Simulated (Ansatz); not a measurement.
# CH₅BOSSi: up Jacob's ladder to CCSD(T)

One table from this session's results is given with a row withheld; the runs are named, their logs left out.

Computed with Ansatz 0.2.0, Gaussian basis. Level: functionals in def2-TZVPP, the program's frozen cores in correlated methods.

Plan: PBE-D4, r2SCAN-D4, PBE0-D4, B3LYP-D4, ωB97X-V, ωB97M-V, B2PLYP; CCSD(T)/def2-TZVPP; MP2/def2-QZVPP; extrapolation to the limit.

### Structure used throughout

The geometry comes from an earlier relaxation with PBE0-D4 in a triple-zeta def2 set; it is a stationary point, not always the lowest conformer.

10 atoms, charge 0, spin multiplicity 1.

Atoms are counted from 1 here; the program's logs count them from 0.

Bond lengths: B1–Si2 1.976 Å, B1–S5 2.003 Å, B1–H6 1.198 Å, B1–H7 1.198 Å, Si2–O3 1.634 Å, Si2–C4 1.850 Å, Si2–S5 2.242 Å, O3–H8 0.960 Å, C4–S5 1.847 Å, C4–H9 1.087 Å, C4–H10 1.087 Å. Angles: Si2–B1–S5 68.6°, Si2–B1–H6 115.2°, Si2–B1–H7 117.8°, S5–B1–H6 113.1°, S5–B1–H7 110.3°, H6–B1–H7 120.2°, B1–Si2–O3 138.4°, B1–Si2–C4 95.4°, B1–Si2–S5 56.3°, O3–Si2–C4 114.3°, O3–Si2–S5 120.4°, C4–Si2–S5 52.6°, Si2–O3–H8 117.2°, Si2–C4–S5 74.7°, Si2–C4–H9 118.8°, Si2–C4–H10 119.6°, S5–C4–H9 112.9°, S5–C4–H10 111.2° and more.

Coordinates:

```xyz
10

B    -1.51137   -0.02654   -0.45314
Si    0.12074   -0.47272    0.56744
O     1.10601   -1.75602    0.79473
C     1.00397    1.10595    0.18221
S     0.13534    0.63915   -1.37913
H    -2.17785    0.85397    0.01107
H    -2.02523   -0.89811   -1.09378
H     0.71584   -2.62948    0.71215
H     0.63253    2.03286    0.61187
H     2.08312    1.09964    0.04949
```

The first run:

Input file in.yaml:

```yaml
crystal:
  periodic: [false, false, false]
  atoms:
    - {symbol: B, position_ang: [-1.511370, -0.026539, -0.453140]}
    - {symbol: Si, position_ang: [0.120739, -0.472718, 0.567437]}
    - {symbol: O, position_ang: [1.106014, -1.756019, 0.794727]}
    - {symbol: C, position_ang: [1.003969, 1.105949, 0.182211]}
    - {symbol: S, position_ang: [0.135341, 0.639151, -1.379126]}
    - {symbol: H, position_ang: [-2.177852, 0.853967, 0.011071]}
    - {symbol: H, position_ang: [-2.025235, -0.898112, -1.093781]}
    - {symbol: H, position_ang: [0.715844, -2.629485, 0.712147]}
    - {symbol: H, position_ang: [0.632527, 2.032861, 0.611868]}
    - {symbol: H, position_ang: [2.083123, 1.099645, 0.049485]}
basis:
  gaussian: {orbitals: def2-TZVPP}
hamiltonian: {xc: pbe, dispersion: d4}
output: {forces: true, orbitals: {seedname: orbitals}}
```

Command:

```
$ ansatz run in.yaml --threads 4 --pin off --events-out ev --progress --plain --max-ram 10444MiB
```

Among the steps run: PBE-D4 (GGA); r2SCAN-D4 (meta-GGA); PBE0-D4 (hybrid); B3LYP-D4 (hybrid); ωB97X-V (range-separated); ωB97M-V (range-separated); B2PLYP (double hybrid); CCSD(T) in def2-TZVPP; MP2 in def2-QZVPP.

One table of the session follows, with a row left open; its other results are not shown here.

```
            method  atomisation energy (kJ/mol)
            PBE-D4                       3762.3
         r2SCAN-D4                       3706.9
           PBE0-D4                       3689.2
          B3LYP-D4                            ?
           ωB97X-V                       3679.3
           ωB97M-V                       3689.5
            B2PLYP                       3616.3
     HF/def2-TZVPP                       2610.1
    MP2/def2-TZVPP                       3648.5
   CCSD/def2-TZVPP                       3483.5
CCSD(T)/def2-TZVPP                       3555.8
           MP2/CBS                       3754.1
       CCSD(T)/CBS                       3661.5
```

Estimate the missing values for B3LYP-D4.

The run gave: atomisation energy (kJ/mol): 3650.9. In the column «atomisation energy (kJ/mol)» it lies between MP2/def2-TZVPP (3648.5) and CCSD(T)/CBS (3661.5).

Limits of these values: Free atoms (1 B, 1 Si, 1 O, 1 C, 1 S, 5 H) were run apart at each level; the atomisation energy is their sum less the molecule, without zero-point or spin-orbit terms.
